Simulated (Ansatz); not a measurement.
# GaRe2Sb3: the cost of one run

Method: DFT PBE, scalar-relativistic, plane waves, PAW, in Ansatz 0.2.0.

1 further run of the same task is left out (it didn't finish).

**1. The system as given**

It takes space group P-4m2 (No. 115, tetragonal). Conventional cell: a = 3.859 Å, b = 3.859 Å, c = 8.572 Å, α = 90.00°, β = 90.00°, γ = 90.00°. Around Ga (site symmetry -4m2) lie 4 Sb at 2.73 Å and 4 Re at 2.95 Å. Re (site symmetry 2mm) is surrounded by 7 Sb at 2.93 to 3.05 Å and 2 Ga at 2.95 Å. Sb (site symmetry 2mm) has 5 Re at 2.93 to 3.05 Å as nearest neighbours. Sb (site symmetry -4m2) is surrounded by 4 Ga at 2.73 Å and 4 Re at 2.95 Å.

As a file:

```xyz
6
Lattice="3.8586 0.0000 0.0000 0.0000 3.8586 0.0000 0.0000 0.0000 8.5716" Properties=species:S:1:pos:R:3 pbc="T T T"
Ga    1.9293    1.9293    0.0000
Re    1.9293    0.0000    6.3419
Re    0.0000    1.9293    2.2297
Sb    1.9293    0.0000    3.2875
Sb    0.0000    1.9293    5.2840
Sb    0.0000    0.0000    0.0000
```

A structure generator made this guess: species swapped into a database cell of Hf2GaSb3 (P-4m2, No. 115), with Re on the Hf sites. The dimensions are guesses.

**2. A first look at the guess**

Input file input.yaml:

```yaml
crystal:
  lattice:
    - [3.85861517, 0.0, 0.0]
    - [0.0, 3.85861517, 0.0]
    - [0.0, 0.0, 8.57156536]
  atoms:
    - { symbol: Ga, position: [0.5, 0.5, 0.0] }
    - { symbol: Re, position: [0.5, 0.0, 0.7398749] }
    - { symbol: Re, position: [0.0, 0.5, 0.2601251] }
    - { symbol: Sb, position: [0.5, 0.0, 0.38354135] }
    - { symbol: Sb, position: [0.0, 0.5, 0.61645865] }
    - { symbol: Sb, position: [0.0, 0.0, 0.0] }
basis:
  ecutwfc: 420
kpoints:
  mp_grid: { grid: [4, 4, 2] }
hamiltonian:
  xc: pbe
scf:
  occupations: { method: gaussian, width: 0.1 }
  lower_state_search: "off"
output:
  forces: true
  stress: true
  eigenvalues: true
```

Launch:

```console
$ ansatz run input.yaml --threads 1 --pin off --max-ram 2560MiB --backend cpu --events-out ev --progress --plain --runs-dir out
```

Q: Estimate wall time and peak memory on 1 thread of Intel Xeon Platinum 8259CL at 2.50GHz (Skylake/Cascade Lake), shared host.

About 7.6 s, with a peak of 0.48 GiB.
